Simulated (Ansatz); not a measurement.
# Al2O3: the cost of one run

Method: DFT HSE06, scalar-relativistic, plane waves, PAW, in Ansatz 0.2.0.

## 1. The starting structure

The structure is trigonal, space group R-3c (No. 167). Conventional cell: a = 4.759 Å, b = 4.759 Å, c = 12.991 Å, α = 90.00°, β = 90.00°, γ = 120.00°. Around Al (site symmetry 3) lie 6 O at 1.85 to 1.97 Å. Around O (site symmetry 2) lie 4 Al at 1.85 to 1.97 Å.

As a file:

```
CELL_PARAMETERS angstrom
2.37950 1.37380 4.33033
-2.37950 1.37380 4.33033
0.00000 -2.74761 4.33033
ATOMIC_POSITIONS crystal
Al 0.35220 0.35220 0.35220
Al 0.14780 0.14780 0.14780
Al 0.64780 0.64780 0.64780
Al 0.85220 0.85220 0.85220
O 0.55630 0.94370 0.25000
O 0.94370 0.25000 0.55630
O 0.25000 0.55630 0.94370
O 0.44370 0.05630 0.75000
O 0.05630 0.75000 0.44370
O 0.75000 0.44370 0.05630
```

## 2. Single point: Al2O3, no spin

The input, input.yaml:

```yaml
crystal:
  lattice:
    - [2.3795, 1.37380497, 4.33033333]
    - [-2.3795, 1.37380497, 4.33033333]
    - [0.0, -2.74760993, 4.33033333]
  atoms:
    - { symbol: Al, position: [0.3522, 0.3522, 0.3522] }
    - { symbol: Al, position: [0.1478, 0.1478, 0.1478] }
    - { symbol: Al, position: [0.6478, 0.6478, 0.6478] }
    - { symbol: Al, position: [0.8522, 0.8522, 0.8522] }
    - { symbol: O, position: [0.5563, 0.9437, 0.25] }
    - { symbol: O, position: [0.9437, 0.25, 0.5563] }
    - { symbol: O, position: [0.25, 0.5563, 0.9437] }
    - { symbol: O, position: [0.4437, 0.0563, 0.75] }
    - { symbol: O, position: [0.0563, 0.75, 0.4437] }
    - { symbol: O, position: [0.75, 0.4437, 0.0563] }
scf:
  occupations: { method: gaussian, width: 0.03 }
output:
  eigenstates:
    kpoints:
      - [0.125, -0.375, -0.375]
      - [0.125, -0.375, -0.125]
      - [0.125, -0.375, 0.125]
      - [0.125, -0.375, 0.375]
      - [0.125, -0.125, -0.375]
      - [0.125, -0.125, -0.125]
      - [0.125, -0.125, 0.125]
      - [0.125, -0.125, 0.375]
      - [0.125, 0.125, -0.375]
      - [0.125, 0.125, -0.125]
      - [0.125, 0.125, 0.125]
      - [0.125, 0.125, 0.375]
      - [0.125, 0.375, -0.375]
      - [0.125, 0.375, -0.125]
      - [0.125, 0.375, 0.125]
      - [0.125, 0.375, 0.375]
      - [0.375, -0.375, -0.375]
      - [0.375, -0.375, -0.125]
      - [0.375, -0.375, 0.125]
      - [0.375, -0.375, 0.375]
      - [0.375, -0.125, -0.375]
      - [0.375, -0.125, -0.125]
      - [0.375, -0.125, 0.125]
      - [0.375, -0.125, 0.375]
      - [0.375, 0.125, -0.375]
      - [0.375, 0.125, -0.125]
      - [0.375, 0.125, 0.125]
      - [0.375, 0.125, 0.375]
      - [0.375, 0.375, -0.375]
      - [0.375, 0.375, -0.125]
      - [0.375, 0.375, 0.125]
      - [0.375, 0.375, 0.375]
hamiltonian:
  xc: hse06
kpoints:
  mp_grid: { grid: [4, 4, 4] }
```

Started as:

```console
$ ansatz run input.yaml --threads 8 --pin off --max-ram 20480MiB --backend cpu --events-out ev --progress --plain --runs-dir out
```

Q: Estimate wall time and peak memory on 8 threads of Intel Xeon at 2.50GHz (Skylake/Cascade Lake), shared host.

About 2.9 min, with a peak of 1.3 GiB.
